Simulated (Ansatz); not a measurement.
Consider the interaction energy of a dimer with the counterpoise correction of BClH4Si, SMILES B[SiH2]Cl (the Ansatz DFT code, driven from Python).

Script `dimer.py`:
```python
'''Binding of a BClH4Si dimer at a trial geometry.'''

import ansatz as az

BASIS_SET = 'def2-SVPD'
XC = 'r2scan'

FIRST = [
    ('B', (-1.0524, -0.0348, -0.4998)),
    ('Si', (0.5476, -0.1268, 0.4949)),
    ('Cl', (1.7095, 1.5559, 0.0964)),
    ('H', (-1.3816, -0.9335, -1.1136)),
    ('H', (-1.3671, 1.0499, -1.0055)),
    ('H', (0.2443, -0.1729, 1.931)),
    ('H', (1.2994, -1.338, 0.0963)),
]
SECOND = [
    ('B', (-1.9159, 6.0469, 1.0687)),
    ('Si', (-3.4029, 4.8878, 1.0127)),
    ('Cl', (-2.9813, 3.2794, -0.2426)),
    ('H', (-2.0692, 7.1614, 0.9038)),
    ('H', (-0.8309, 5.6301, 0.6439)),
    ('H', (-3.6969, 4.3825, 2.3598)),
    ('H', (-4.5725, 5.6222, 0.4801)),
]

def energy(atoms, ghosts=()):
    molecule = az.Crystal.molecule()
    for symbol, xyz in atoms:
        molecule = molecule.atom(symbol, xyz)
    calc = (
        molecule.calculation()
        .basis(gaussian=BASIS_SET)
        .functional(XC)
    )
    deck = calc.input()
    if ghosts:
        deck = deck.set(az.key.basis.gaussian.ghost_atoms, [{'symbol': s, 'position_ang': list(xyz)} for s, xyz in ghosts])
    return az.Session.from_dict(deck).plan().execute().report['free_energy_ev']

# ghost atoms carry the functions of the partner
both = energy(FIRST + SECOND)
alone = energy(FIRST) + energy(SECOND)
ghosted = energy(FIRST, SECOND) + energy(SECOND, FIRST)
print(f'dimer {both:.6f} eV')
print(f'interaction, uncorrected   {23.060548 * (both - alone):8.3f} kcal/mol')
print(f'interaction, counterpoise  {23.060548 * (both - ghosted):8.3f} kcal/mol')
print(f'basis-set superposition    {23.060548 * (alone - ghosted):8.3f} kcal/mol')
```

How large is the interaction at this pose, and how much of it is basis-set superposition?

Uncorrected it is -0.395 kcal/mol, with the counterpoise correction 0.148 kcal/mol; the difference, 0.54 kcal/mol, is the superposition error. The sign changes with the correction, so this basis doesn't settle it.

What the script printed:

```console
$ python dimer.py
dimer -42264.927166 eV
interaction, uncorrected     -0.395 kcal/mol
interaction, counterpoise     0.148 kcal/mol
basis-set superposition       0.544 kcal/mol
```

What to keep in mind:
- The settings weren't tested for convergence.
- The dimer is a generated trial pose of unrelaxed monomers, not a minimum, so the figure is no binding energy, and the basis set is small.
- This level lacks the dispersion part of the attraction (electrostatics and induction are there), which can decide the sign where the interaction is weak.
- Run time: 49 s on 1 thread of Arm Neoverse V2 (shared host), peak memory 0.4 GiB.

(Lines on the test bed's own set-up are left out of the output.)
